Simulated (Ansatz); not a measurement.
# CH₆BFSSi: a ladder of functionals and wavefunction methods

The task here is to estimate one member of a computed series from the others.

The runs use Ansatz 0.2.0, Gaussian basis; functionals in def2-TZVPP, the program's frozen cores in correlated methods.

Plan: PBE-D4, r2SCAN-D4, PBE0-D4, B3LYP-D4, ωB97X-V, ωB97M-V, B2PLYP; CCSD(T)/def2-TZVPP; MP2/def2-QZVPP; extrapolation to the limit.

### The geometry

An earlier PBE0-D4 in a triple-zeta def2 set relaxation fixed the geometry.

SMILES `C[SiH](F)BS`, 11 atoms, charge 0, spin multiplicity 1.

Atoms are counted from 1 here; the program's logs count them from 0.

Bond lengths: C1–Si2 1.863 Å, C1–H6 1.094 Å, C1–H7 1.092 Å, C1–H8 1.093 Å, Si2–F3 1.611 Å, Si2–B4 2.007 Å, Si2–H9 1.492 Å, B4–S5 1.763 Å, B4–H10 1.195 Å, S5–H11 1.346 Å. Angles: Si2–C1–H6 110.7°, Si2–C1–H7 111.6°, Si2–C1–H8 110.4°, H6–C1–H7 108.3°, H6–C1–H8 107.5°, H7–C1–H8 108.3°, C1–Si2–F3 107.9°, C1–Si2–B4 114.0°, C1–Si2–H9 109.3°, F3–Si2–B4 109.5°, F3–Si2–H9 106.8°, B4–Si2–H9 109.0°, Si2–B4–S5 123.7°, Si2–B4–H10 123.3°, S5–B4–H10 113.1°, B4–S5–H11 100.6°.

Set-up of the first run:

The input, in.yaml:

```yaml
crystal:
  periodic: [false, false, false]
  atoms:
    - {symbol: C, position_ang: [-0.763816, -0.885418, 0.976915]}
    - {symbol: Si, position_ang: [0.849026, -0.361488, 0.204390]}
    - {symbol: F, position_ang: [1.901713, -0.089454, 1.392653]}
    - {symbol: B, position_ang: [0.708720, 1.272005, -0.953927]}
    - {symbol: S, position_ang: [-0.753180, 1.727936, -1.827006]}
    - {symbol: H, position_ang: [-1.480978, -1.187767, 0.208159]}
    - {symbol: H, position_ang: [-1.209566, -0.078120, 1.562455]}
    - {symbol: H, position_ang: [-0.608883, -1.742670, 1.636339]}
    - {symbol: H, position_ang: [1.396652, -1.488046, -0.606789]}
    - {symbol: H, position_ang: [1.622814, 2.015382, -1.151795]}
    - {symbol: H, position_ang: [-1.597001, 0.760541, -1.420695]}
basis:
  gaussian: {orbitals: def2-TZVPP}
hamiltonian: {xc: pbe, dispersion: d4}
output: {forces: true, orbitals: {seedname: orbitals}}
```

Run with:

```
ansatz run in.yaml --threads 4 --pin off --events-out ev --progress --plain --max-ram 10444MiB
```

Among the steps run: PBE-D4 (GGA); r2SCAN-D4 (meta-GGA); PBE0-D4 (hybrid); B3LYP-D4 (hybrid); ωB97X-V (range-separated); ωB97M-V (range-separated); B2PLYP (double hybrid); CCSD(T) in def2-TZVPP; MP2 in def2-QZVPP.

One of the session's tables, all rows but one given; the rest of the session is left out.

It belongs to the step «Atomisation energies». 

| method | atomisation energy (eV) |
| --- | --- |
| PBE-D4 | 41.535 |
| r2SCAN-D4 | 41.304 |
| PBE0-D4 | 41.045 |
| B3LYP-D4 | 41.017 |
| ωB97X-V | 41.245 |
| ωB97M-V | 41.223 |
| B2PLYP | 40.588 |
| HF/def2-TZVPP | 31.196 |
| MP2/def2-TZVPP | ? |
| CCSD/def2-TZVPP | 39.486 |
| CCSD(T)/def2-TZVPP | 40.012 |
| MP2/CBS | 41.586 |
| CCSD(T)/CBS | 41.030 |

**Question.** Estimate the row for MP2/def2-TZVPP.

As computed: atomisation energy (eV): 40.568. In the column «atomisation energy (eV)» it lies between CCSD(T)/def2-TZVPP (40.012) and B2PLYP (40.588).
